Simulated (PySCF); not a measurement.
# GdH8O4 (Gd(H2O)43+): the cost of one run

The runs use PySCF 2.14.0; several levels, as the steps say, no spin–orbit coupling.

1 further run of the same task is left out (for a known fault of the program).

**1. Where the work starts**

13 atoms, charge 3, spin multiplicity 1.

Bond lengths: Gd1–O2 2.307 Å, Gd1–O5 2.307 Å, Gd1–O8 2.307 Å, Gd1–O11 2.307 Å, O2–H3 0.984 Å, O2–H4 0.984 Å, O5–H6 0.984 Å, O5–H7 0.984 Å, O8–H9 0.984 Å, O8–H10 0.984 Å, O11–H12 0.984 Å, O11–H13 0.984 Å. Angles: O2–Gd1–O5 110.8°, O2–Gd1–O8 106.8°, O2–Gd1–O11 110.8°, O5–Gd1–O8 110.8°, O5–Gd1–O11 106.8°, O8–Gd1–O11 110.8°, Gd1–O2–H3 128.4°, Gd1–O2–H4 128.3°, H3–O2–H4 103.3°, Gd1–O5–H6 128.3°, Gd1–O5–H7 128.5°, H6–O5–H7 103.3°, Gd1–O8–H9 128.3°, Gd1–O8–H10 128.4°, H9–O8–H10 103.3°, Gd1–O11–H12 128.5°, Gd1–O11–H13 128.3°, H12–O11–H13 103.3°.

As a file:

```xyz
13
charge 3, multiplicity 1
Gd    0.0001    0.0000    0.0000
O     1.3762    1.2759    1.3413
H     1.3085    1.4368    2.3099
H     2.1777    1.7850    1.0835
O    -1.3758   -1.3414    1.2761
H    -2.1780   -1.0834    1.7846
H    -1.3087   -2.3098    1.4365
O     1.3762   -1.2759   -1.3413
H     2.1777   -1.7850   -1.0835
H     1.3085   -1.4368   -2.3099
O    -1.3758    1.3414   -1.2761
H    -1.3087    2.3098   -1.4365
H    -2.1780    1.0834   -1.7846
```

Formal oxidation states: Gd +3. Each metal's 7 4f electrons lie in its core potential, so multiplicities, spins and levels count the valence alone. An earlier session relaxed this geometry at PBE0, Gd lcecp-1-SVP with ECP53, O def2-SVP, H def2-SVP (singlet, point group S4).

At PBE0 on the finer grid: E = -340.092502 Eh, HOMO -24.26 eV, LUMO -15.23 eV, Mulliken charge on Gd1 +1.77 e, largest force component 0.012 eV/Å. 

Levels to run: wB97X; TPSSh. Hardware: 2 threads of Intel Xeon Platinum 8488C (Sapphire Rapids), shared host.

**2. wB97X**

run.py (the lines that set the calculation)

```python
mol = gto.M(atom='''
Gd     0.00010     0.00000     0.00000
O      1.37616     1.27595     1.34131
H      1.30850     1.43677     2.30991
H      2.17769     1.78495     1.08346
O     -1.37578    -1.34136     1.27610
H     -2.17795    -1.08337     1.78461
H     -1.30867    -2.30980     1.43648
O      1.37616    -1.27595    -1.34131
H      2.17769    -1.78495    -1.08346
H      1.30850    -1.43677    -2.30991
O     -1.37578     1.34136    -1.27610
H     -1.30867     2.30980    -1.43648
H     -2.17795     1.08337    -1.78461''',
    basis={'Gd': 'lcecp-1-SVP', 'O': 'def2-SVP', 'H': 'def2-SVP'},
    ecp={'Gd': 'lcecp-1-SVP'},
    charge=3, spin=0)
mf = dft.RKS(mol, xc='WB97X')
mf.grids.atom_grid = (75, 302)  # f atoms: unpruned, at least (60, 302)
mf = mf.density_fit()  # fitting sets: Gd AutoAux, O def2-universal-JKFIT, H def2-universal-JKFIT
mf.conv_tol = 1e-08; mf.max_cycle = 55
mf.kernel(dm0)  # dm0: the density of the relaxed state
```

Command:

```
$ OMP_NUM_THREADS=2 python run.py
```

**Question.** How long does this run take on 2 threads of Intel Xeon Platinum 8488C (Sapphire Rapids), shared host?

About 18 s.
